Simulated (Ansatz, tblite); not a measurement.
# C14H6F6S3: rung by rung

Aim: run the singlet of C14H6F6S3 at one geometry on many levels, and compare frontier levels, spin and run time.

Method: as each input shows; program: Ansatz 0.2.0, Gaussian basis.

Levels to be run: GFN1-xTB, GFN2-xTB, PBE-D4/def2-TZVP, r2SCAN-D4/def2-TZVP, PBE-D4/def2-SVP, PBE0-D4/def2-SVP.

1 further run of the same task is left out (set aside as unsound or not needed).

### Step 1. The geometry

The singlet was relaxed beforehand with PBE-D4/def2-SVP.

SMILES `FC(F)(F)c1ccc(-c2ccc(-c3ccc(C(F)(F)F)s3)s2)s1`, 29 atoms, charge 0, spin multiplicity 1.

Bond lengths: F1–C2 1.352 Å, C2–F3 1.356 Å, C2–F4 1.356 Å, C2–C5 1.497 Å, C5–C6 1.384 Å, C5–S23 1.738 Å, C6–C7 1.419 Å, C6–H24 1.097 Å, C7–C8 1.395 Å, C7–H25 1.099 Å, C8–C9 1.445 Å, C8–S23 1.751 Å, C9–C10 1.396 Å, C9–S22 1.751 Å, C10–C11 1.413 Å, C10–H26 1.099 Å, C11–C12 1.396 Å, C11–H27 1.098 Å and more. Angles: F1–C2–F3 107.8°, F1–C2–F4 107.8°, F1–C2–C5 110.5°, F3–C2–F4 106.5°, F3–C2–C5 112.0°, F4–C2–C5 112.0°, C2–C5–C6 127.3°, C2–C5–S23 120.8°, C6–C5–S23 111.9°, C5–C6–C7 112.6°, C5–C6–H24 122.6°, C7–C6–H24 124.8°, C6–C7–C8 113.2°, C6–C7–H25 124.0°, C8–C7–H25 122.7°, C7–C8–C9 129.2°, C7–C8–S23 110.7°, C9–C8–S23 120.2° and more.

PBE0-D4/def2-TZVP was run before; its log isn't repeated, and its numbers join the tables.

### Step 2. GFN1-xTB

Tight binding, by tblite at 300 K electronic temperature and without a spin-polarisation term:

```python
tblite.interface.Calculator('GFN1-xTB', numbers, positions, charge=0, uhf=0).singlepoint()
```

Energy -2034.7815 eV, HOMO -11.33 eV, LUMO -9.30 eV; 0.062 s.

### Step 3. GFN2-xTB

Tight binding, by tblite at 300 K electronic temperature and without a spin-polarisation term:

```python
tblite.interface.Calculator('GFN2-xTB', numbers, positions, charge=0, uhf=0).singlepoint()
```

Energy -1936.4839 eV, HOMO -10.76 eV, LUMO -8.76 eV; 0.12 s.

### Step 4. PBE-D4/def2-TZVP

start.molden holds the orbitals of an earlier run on this state, given as this run's starting guess.

The input, in.yaml:

```yaml
crystal:
  periodic: [false, false, false]
  atoms:
    - {symbol: F, position_ang: [-7.107387, -1.533941, -1.144414]}
    - {symbol: C, position_ang: [-6.537635, -0.670312, -0.274485]}
    - {symbol: F, position_ang: [-7.044620, 0.562955, -0.523383]}
    - {symbol: F, position_ang: [-6.944175, -1.010140, 0.973968]}
    - {symbol: C, position_ang: [-5.046483, -0.699740, -0.406331]}
    - {symbol: C, position_ang: [-4.296654, -1.465250, -1.282326]}
    - {symbol: C, position_ang: [-2.902391, -1.240131, -1.148041]}
    - {symbol: C, position_ang: [-2.588823, -0.299017, -0.166925]}
    - {symbol: C, position_ang: [-1.294443, 0.190744, 0.247008]}
    - {symbol: C, position_ang: [-0.980988, 1.175512, 1.185421]}
    - {symbol: C, position_ang: [0.407820, 1.395103, 1.330199]}
    - {symbol: C, position_ang: [1.186747, 0.584747, 0.502494]}
    - {symbol: C, position_ang: [2.627924, 0.556333, 0.388180]}
    - {symbol: C, position_ang: [3.551019, 1.445792, 0.940728]}
    - {symbol: C, position_ang: [4.895322, 1.122481, 0.626325]}
    - {symbol: C, position_ang: [5.001568, -0.007530, -0.167092]}
    - {symbol: C, position_ang: [6.256492, -0.643841, -0.678333]}
    - {symbol: F, position_ang: [7.331589, 0.115003, -0.367833]}
    - {symbol: F, position_ang: [6.456589, -1.876230, -0.147909]}
    - {symbol: F, position_ang: [6.231977, -0.801921, -2.024852]}
    - {symbol: S, position_ang: [3.445222, -0.692974, -0.524394]}
    - {symbol: S, position_ang: [0.167461, -0.458297, -0.464231]}
    - {symbol: S, position_ang: [-4.044178, 0.305001, 0.597084]}
    - {symbol: H, position_ang: [-4.752746, -2.162191, -1.996891]}
    - {symbol: H, position_ang: [-2.136865, -1.744919, -1.753402]}
    - {symbol: H, position_ang: [-1.748876, 1.721051, 1.751549]}
    - {symbol: H, position_ang: [0.843799, 2.121527, 2.028249]}
    - {symbol: H, position_ang: [3.252037, 2.314186, 1.541934]}
    - {symbol: H, position_ang: [5.770689, 1.696026, 0.957725]}
basis:
  gaussian: {orbitals: def2-TZVP, fitting: {mean_field: def2-universal-jkfit}, initial_orbitals: start.molden}
hamiltonian: {xc: pbe, dispersion: d4}
scf: {omitted_lower_state_checks: [starts]}
output: {orbitals: {seedname: orbitals}}
```

Started as:

```console
ansatz run in.yaml --threads 2 --pin off --events-out ev --progress --plain --max-ram 32768MiB --backend cuda --devices 0, --max-vram 18GiB
```

Further steps of the session: r2SCAN-D4/def2-TZVP; PBE-D4/def2-SVP; PBE0-D4/def2-SVP.

**Question.** What will the summary of the whole plan be? Wanted: gap in def2-TZVP, named functionals, smallest and largest; binding an atom, functionals in def2-TZVP; PBE0 total energy, smallest basis above largest.

The runs gave:

| quantity | value |
| --- | --- |
| gap in def2-TZVP, named functionals, smallest and largest | 2.12 eV (PBE-D4), 3.54 eV (PBE0-D4) |
| binding an atom, functionals in def2-TZVP | 5.05 (r2SCAN-D4) to 5.26 eV (PBE-D4) |
| PBE0 total energy, smallest basis above largest | 46.48 eV (def2-SVP, def2-TZVP) |

What this shows: Orbital gaps of the named functionals in def2-TZVP span 2.12 eV (PBE-D4) to 3.54 eV (PBE0-D4); exact exchange widens it.
